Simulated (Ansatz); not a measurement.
**CH3FSSi: a ladder of functionals and wavefunction methods**

One table from this session's results is given with a row withheld; the runs are named, their logs left out.

Program: Ansatz 0.2.0, Gaussian basis. Level of theory: functionals in def2-TZVPP, the program's frozen cores in correlated methods. These are calculated values, not measurements.

Levels to be run: LDA (SPW92), PBE-D4, revPBE-D4, BLYP-D4, r2SCAN-D4, B97M-V, PBE0-D4, B3LYP-D4, r2SCANh-D4, r2SCAN0-D4, HSE06-D4, BHLYP-D4, CAM-B3LYP-D4, LC-ωPBE, ωB97X-V, ωB97M-V, B2PLYP, PBE-QIDH; CCSD(T)/def2-SVP; CCSD(T)/def2-TZVPP; CCSD(T)/def2-QZVPP; extrapolation to the limit; RPA on PBE.

## The relaxed structure

The geometry comes from an earlier relaxation with PBE0-D4 in a triple-zeta def2 set; it is a stationary point, not always the lowest conformer.

SMILES `CS[Si]F`, 7 atoms, charge 0, spin multiplicity 1.

Atoms are counted from 1 here; the program's logs count them from 0.

Bond lengths: C1–S2 1.816 Å, C1–H5 1.088 Å, C1–H6 1.089 Å, C1–H7 1.088 Å, S2–Si3 2.135 Å, Si3–F4 1.621 Å. Angles: S2–C1–H5 110.5°, S2–C1–H6 107.0°, S2–C1–H7 110.5°, H5–C1–H6 109.7°, H5–C1–H7 109.6°, H6–C1–H7 109.7°, C1–S2–Si3 105.9°, S2–Si3–F4 100.4°.

Set-up of the first run:

Input file in.yaml:

```yaml
crystal:
  periodic: [false, false, false]
  atoms:
    - {symbol: C, position_ang: [-0.510330, 0.719339, -0.084693]}
    - {symbol: S, position_ang: [0.966168, 0.425610, 0.931818]}
    - {symbol: Si, position_ang: [1.575028, -1.577123, 0.511562]}
    - {symbol: F, position_ang: [0.440447, -2.009489, -0.562642]}
    - {symbol: H, position_ang: [-1.301842, 0.023185, 0.183704]}
    - {symbol: H, position_ang: [-0.835819, 1.739089, 0.115162]}
    - {symbol: H, position_ang: [-0.272452, 0.611387, -1.140613]}
basis:
  gaussian: {orbitals: def2-TZVPP}
hamiltonian: {xc: lda}
output: {orbitals: {seedname: orbitals}}
```

Started as:

```sh
ansatz run in.yaml --threads 2 --pin off --events-out ev --progress --plain --max-ram 22528MiB --backend cpu
```

Among the steps run: LDA; PBE-D4 (GGA); revPBE-D4 (GGA); BLYP-D4 (GGA); r2SCAN-D4 (meta-GGA); B97M-V (meta-GGA); PBE0-D4 (hybrid); B3LYP-D4 (hybrid); r2SCANh-D4 (hybrid); r2SCAN0-D4 (hybrid); HSE06-D4 (hybrid); BHLYP-D4 (hybrid); CAM-B3LYP-D4 (range-separated); LC-ωPBE (range-separated); ωB97X-V (range-separated); ωB97M-V (range-separated); B2PLYP (double hybrid); PBE-QIDH (double hybrid).

One of the session's tables, all rows but one given; the rest of the session is left out.

| functional | HOMO (eV) | LUMO (eV) | gap (eV) |
| --- | --- | --- | --- |
| LDA (SPW92) | -6.07 | -2.88 | 3.19 |
| PBE-D4 | -5.96 | -2.72 | 3.24 |
| revPBE-D4 | -5.91 | -2.66 | 3.25 |
| BLYP-D4 | -5.82 | -2.57 | 3.25 |
| r2SCAN-D4 | -6.17 | -2.65 | 3.52 |
| B97M-V | -6.24 | -2.60 | 3.64 |
| PBE0-D4 | -7.07 | -1.96 | 5.10 |
| B3LYP-D4 | ? | ? | ? |
| r2SCANh-D4 | -6.58 | -2.35 | 4.23 |
| r2SCAN0-D4 | -7.20 | -1.92 | 5.28 |
| HSE06-D4 | -6.67 | -2.34 | 4.33 |
| BHLYP-D4 | -8.06 | -1.08 | 6.98 |
| CAM-B3LYP-D4 | -8.35 | -0.89 | 7.46 |
| LC-ωPBE | -9.64 | 0.15 | 9.79 |
| ωB97X-V | -9.31 | 0.09 | 9.40 |
| ωB97M-V | -9.13 | 0.01 | 9.15 |

**Question.** Estimate the row for B3LYP-D4.

Worked estimate for «HOMO (eV)». Against the share of exact exchange, BLYP-D4 (0, -5.82), BHLYP-D4 (0.5, -8.06) give a slope of -4.48 per unit share; at 0.2 the line stands at -6.72.

The run gave: HOMO (eV): -6.88; LUMO (eV): -2.13; gap (eV): 4.75. In «HOMO (eV)» the line misses by +0.16.
